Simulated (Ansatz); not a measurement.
**C₂H₅NOZn: basis-set convergence**

An exercise on one series of results from a longer session: the logs are not shown, and one member is left open.

The runs use Ansatz 0.2.0, Gaussian basis; one geometry, several basis sets.

Plan: PBE0-D4/def2-SVP; ωB97M-V/def2-SVP; PBE0-D4/def2-QZVPP; ωB97M-V/def2-QZVPP; the functionals' def2-TZVPP values are taken from earlier runs.

### The geometry

All runs share one geometry, relaxed beforehand with PBE0-D4 in a triple-zeta def2 set.

SMILES `C1N[CH2][Zn][O]1`, 10 atoms, charge 0, spin multiplicity 1.

Atoms are counted from 1 here; the program's logs count them from 0.

Bond lengths: C1–N2 1.486 Å, C1–O5 1.391 Å, C1–H6 1.109 Å, C1–H7 1.098 Å, N2–C3 1.453 Å, N2–H8 1.014 Å, C3–Zn4 1.982 Å, C3–H9 1.087 Å, C3–H10 1.099 Å, Zn4–O5 1.853 Å. Angles: N2–C1–O5 112.7°, N2–C1–H6 110.5°, N2–C1–H7 105.4°, O5–C1–H6 109.9°, O5–C1–H7 109.9°, H6–C1–H7 108.1°, C1–N2–C3 116.3°, C1–N2–H8 109.7°, C3–N2–H8 112.5°, N2–C3–Zn4 87.9°, N2–C3–H9 111.9°, N2–C3–H10 116.6°, Zn4–C3–H9 115.5°, Zn4–C3–H10 111.9°, H9–C3–H10 111.3°, C3–Zn4–O5 100.7°, C1–O5–Zn4 98.6°.

The first run:

in.yaml

```yaml
crystal:
  periodic: [false, false, false]
  atoms:
    - {symbol: C, position_ang: [-1.064874, 0.238680, -0.440410]}
    - {symbol: N, position_ang: [-0.082209, -0.721785, 0.124366]}
    - {symbol: C, position_ang: [1.197313, -0.167351, 0.534031]}
    - {symbol: Zn, position_ang: [1.224837, 0.839177, -1.173449]}
    - {symbol: O, position_ang: [-0.585185, 0.898450, -1.566603]}
    - {symbol: H, position_ang: [-1.372394, 0.977354, 0.327434]}
    - {symbol: H, position_ang: [-1.943037, -0.364202, -0.705299]}
    - {symbol: H, position_ang: [-0.520748, -1.266456, 0.857996]}
    - {symbol: H, position_ang: [1.958418, -0.936608, 0.636934]}
    - {symbol: H, position_ang: [1.187880, 0.502730, 1.405000]}
basis:
  gaussian: {orbitals: def2-SVP}
hamiltonian: {xc: pbe0, dispersion: d4}
output: {orbitals: {seedname: orbitals}}
```

On the command line:

```
ansatz run in.yaml --threads 2 --pin off --events-out ev --progress --plain --max-ram 32768MiB --backend cpu
```

Among the steps run: PBE0-D4 in def2-SVP; ωB97M-V in def2-SVP; PBE0-D4 in def2-QZVPP; ωB97M-V in def2-QZVPP.

One table of the session follows, with a row left open; its other results are not shown here.

It belongs to the step «Functionals by basis». 

| functional | basis | HOMO (eV) | LUMO (eV) |
| --- | --- | --- | --- |
| PBE0-D4 | def2-SVP | -5.85 | -2.15 |
| PBE0-D4 | def2-TZVPP | -6.15 | -2.44 |
| PBE0-D4 | def2-QZVPP | -6.19 | -2.45 |
| ωB97M-V | def2-SVP | -8.14 | -0.45 |
| ωB97M-V | def2-TZVPP | -8.45 | -0.79 |
| ωB97M-V | def2-QZVPP | ? | ? |

**Question.** Estimate the row for ωB97M-V, def2-QZVPP.

The run gave: HOMO (eV): -8.48; LUMO (eV): -0.87. In the column «HOMO (eV)» it is the lowest.
